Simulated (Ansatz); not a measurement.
**ClH3S2Si: how energies converge with the basis set**

The task here is to estimate one member of a computed series from the others.

Method: one geometry, several basis sets; program: Ansatz 0.2.0, Gaussian basis.

The runs, in order: PBE0-D4/def2-SVP; ωB97M-V/def2-SVP; PBE0-D4/def2-QZVPP; ωB97M-V/def2-QZVPP; the functionals' def2-TZVPP values are taken from earlier runs.

### The relaxed structure

An earlier PBE0-D4 in a triple-zeta def2 set relaxation fixed the geometry.

SMILES `SS[SiH2]Cl`, 7 atoms, charge 0, spin multiplicity 1.

Atoms are counted from 1 here; the program's logs count them from 0.

Bond lengths: S1–S2 2.065 Å, S1–H5 1.346 Å, S2–Si3 2.128 Å, Si3–Cl4 2.052 Å, Si3–H6 1.482 Å, Si3–H7 1.477 Å. Angles: S2–S1–H5 97.6°, S1–S2–Si3 97.5°, S2–Si3–Cl4 111.5°, S2–Si3–H6 106.4°, S2–Si3–H7 110.4°, Cl4–Si3–H6 108.3°, Cl4–Si3–H7 107.4°, H6–Si3–H7 112.9°.

The first run:

The input, in.yaml:

```yaml
crystal:
  periodic: [false, false, false]
  atoms:
    - {symbol: S, position_ang: [-1.613052, 1.240600, -0.793586]}
    - {symbol: S, position_ang: [0.202355, 0.512182, -1.454874]}
    - {symbol: Si, position_ang: [0.902096, -0.226395, 0.414513]}
    - {symbol: Cl, position_ang: [-0.214942, -1.823804, 1.056152]}
    - {symbol: H, position_ang: [-2.314811, 0.097315, -0.903462]}
    - {symbol: H, position_ang: [2.290214, -0.691046, 0.186174]}
    - {symbol: H, position_ang: [0.809240, 0.823048, 1.449284]}
basis:
  gaussian: {orbitals: def2-SVP}
hamiltonian: {xc: pbe0, dispersion: d4}
output: {orbitals: {seedname: orbitals}}
```

Run with:

```bash
> ansatz run in.yaml --threads 2 --pin off --events-out ev --progress --plain --max-ram 4352MiB
```

Steps of the session up to this table: PBE0-D4 in def2-SVP; ωB97M-V in def2-SVP; PBE0-D4 in def2-QZVPP; ωB97M-V in def2-QZVPP.

One table of the session follows, with a row left open; its other results are not shown here.

```
functional       basis  HOMO (eV)
   PBE0-D4    def2-SVP      -7.42
   PBE0-D4  def2-TZVPP      -7.47
   PBE0-D4  def2-QZVPP      -7.50
   ωB97M-V    def2-SVP          ?
   ωB97M-V  def2-TZVPP      -9.61
   ωB97M-V  def2-QZVPP      -9.65
```

Q: Estimate the row for ωB97M-V, def2-SVP from the others.

**Answer.** HOMO (eV): -9.53. In the column «HOMO (eV)» it lies between ωB97M-V, def2-TZVPP (-9.61) and PBE0-D4, def2-QZVPP (-7.50).
